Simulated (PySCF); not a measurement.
# C₆H₉ClSi: electronic excitations

Aim: predict the electronic excitations of C₆H₉ClSi (`C=C/C=C(/C=C)[SiH2]Cl`).

The runs use PySCF 2.14.0, with density-fitted response routines of our own; the level of theory stands in each step. All values are computed, except where a source is named. Atoms are numbered from 0 throughout.

### 1 Starting geometry

17 atoms, charge 0, multiplicity 1; geometry from: GFN2-xTB.

Bonds of the start (Å): C0–C1 1.33, C1–C2 1.44, C2–C3 1.35, C3–C4 1.45, C4–C5 1.33, C3–Si6 1.90, Si6–Cl7 2.02, C0–H8 1.08, C0–H9 1.08, C1–H10 1.08, C2–H11 1.09, C4–H12 1.09, C5–H13 1.08, C5–H14 1.08, Si6–H15 1.46, Si6–H16 1.46.

### 2 Excited states and response: wB97X-D/def2-SVPD

The job: settings as JSON, then the geometry in Å.

```
{"job": {"kind": "uv", "xc": "wB97X-D", "basis": "def2-SVPD", "nstates": 8, "ntriplets": 3}, "charge": 0, "multiplicity": 1}
C      2.828264    -0.554577    -1.296949
C      1.921980    -0.137473    -0.413284
C      0.537674    -0.515252    -0.473736
C     -0.447965    -0.126360     0.367190
C     -1.795734    -0.579363     0.066385
C     -2.921096    -0.114308     0.599220
Si    -0.143233     0.959571     1.890060
Cl    -0.289837     2.904505     1.348484
H      3.860210    -0.254535    -1.239834
H      2.564675    -1.212882    -2.109003
H      2.219984     0.530228     0.382807
H      0.280216    -1.158901    -1.310484
H     -1.863438    -1.348805    -0.695653
H     -3.881185    -0.495079     0.294762
H     -2.933583     0.669429     1.337081
H     -1.128218     0.691873     2.935722
H      1.184289     0.753960     2.466996
```

Method: TDDFT wB97X-D/def2-SVPD, vertical, gas phase, core orbitals frozen in the response.

On the command line:

```console
OMP_NUM_THREADS=1 python probes_run.py task.json out
```

One launch serves the whole session: the jobs run in the order shown.

The program printed:

```text
coarse grid: 15344 points
cycle   1  E = -983.0864232797  dE =  1.103e+00  |g| = 3.413e-01  |ddm| = 7.076e+00
cycle   2  E = -983.1144918158  dE = -2.807e-02  |g| = 2.090e-01  |ddm| = 1.544e+00
cycle   3  E = -983.1264824312  dE = -1.199e-02  |g| = 3.388e-02  |ddm| = 6.625e-01
cycle   4  E = -983.1268616991  dE = -3.793e-04  |g| = 1.946e-02  |ddm| = 1.792e-01
cycle   5  E = -983.1269706386  dE = -1.089e-04  |g| = 3.934e-03  |ddm| = 5.037e-02
cycle   6  E = -983.1269777316  dE = -7.093e-06  |g| = 1.215e-03  |ddm| = 1.650e-02
final grid: 139272 points
cycle   7  E = -983.2561546027  dE = -1.003e-04  |g| = 3.720e-03  |ddm| = 2.269e-01
cycle   8  E = -983.2561573902  dE = -2.787e-06  |g| = 2.185e-03  |ddm| = 2.659e-02
cycle   9  E = -983.2561585170  dE = -1.127e-06  |g| = 7.496e-04  |ddm| = 6.482e-03
cycle  10  E = -983.2561586610  dE = -1.441e-07  |g| = 2.962e-04  |ddm| = 2.621e-03
cycle  11  E = -983.2561586863  dE = -2.527e-08  |g| = 4.413e-05  |ddm| = 9.557e-04
cycle  12  E = -983.2561586872  dE = -8.652e-10  |g| = 1.754e-05  |ddm| = 2.412e-04
converged SCF energy = -983.2561586872

Static polarisability (au): isotropic 124.703, principal 82.578 106.118 185.412

Singlet excitations
state   eV       nm        f      main configurations
  1   4.7506    261.0   0.84174   H->L 0.97
  2   5.8741    211.1   0.00314   H-1->L 0.58, H-2->L 0.28
  3   6.0730    204.2   0.10218   H->L+1 0.91
  4   6.4885    191.1   0.03455   H-2->L 0.50, H-1->L 0.28, H->L+3 0.09
  5   6.6669    186.0   0.01815   H->L+2 0.65, H->L+4 0.15
  6   6.8728    180.4   0.00214   H-3->L 0.67
  7   7.0179    176.7   0.02883   H->L+3 0.55, H->L+4 0.13
  8   7.0489    175.9   0.00837   H->L+4 0.43, H->L+2 0.14, H->L+3 0.13

Triplet excitations (Tamm-Dancoff, eV): 2.5813 4.3309 5.0611
```

Wall time 1.8 min (1 thread of Arm Neoverse N1, shared host); peak memory 1.1 GiB.

The orbitals next to the gap, with their largest atomic shares:

| orbital | eV | atoms |
| --- | --- | --- |
| HOMO−3 | -10.88 | Cl7 43 %, Si6 15 %, H16 9 % |
| HOMO−2 | -10.61 | Cl7 30 %, Si6 11 %, C3 10 % |
| HOMO−1 | -10.37 | Cl7 25 %, C4 15 %, C3 13 % |
| HOMO | -8.23 | C5 18 %, C3 17 %, C0 16 % |
| LUMO | -0.18 | C0 19 %, C2 18 %, C3 17 % |
| LUMO+1 | 1.73 | Si6 24 %, Cl7 22 %, C4 10 % |
| LUMO+2 | 2.14 | Si6 31 %, H16 9 %, Cl7 8 % |

With each of the 8 states as a Gaussian band of 0.4 eV half-width at 1/e, the curve within the window shown has maxima at 261 nm (ε 34,000), 202 nm (ε 4,900) L/(mol cm). Beyond the last state computed it falls off for lack of states. The curve at chosen wavelengths:

nm, ε (L/mol/cm) and a bar:
```
      169        857 
      174       1735 #
      179       2419 #
      185       2963 ##
      190       3515 ##
      195       4249 ###
      200       4836 ####
      205       4747 ####
      211       3607 ##
      216       2368 #
      221       1539 #
      226       1647 #
      231       3226 ##
      237       7795 ######
      242      13919 ############
      247      21259 ###################
      252      28143 #########################
      257      32775 #############################
      263      33876 ##############################
      268      31180 ############################
      273      26260 #######################
      278      20434 ##################
      283      14818 #############
      289       9282 ########
      294       5917 #####
      299       3593 ##
```

Ground-state properties from the same run:

| property | computed |
| --- | --- |
| dipole moment (D) | 1.80 |
| polarisability (Å³) | 18.48 |
| HOMO–LUMO gap (eV) | 8.05 |
| −ε(HOMO) (eV) | 8.23 |

### 3 What came out

| quantity | value |
| --- | --- |
| lowest singlet (wB97X-D/def2-SVPD) | 4.75 eV (261 nm), f = 0.842 |
| lowest triplet | 2.58 eV |

**Reading.** The lowest singlet, at 4.75 eV, is HOMO→LUMO 0.97 and is bright. The lowest triplet lies 2.17 eV below the lowest singlet (triplets in Tamm-Dancoff, singlets in full TDDFT).
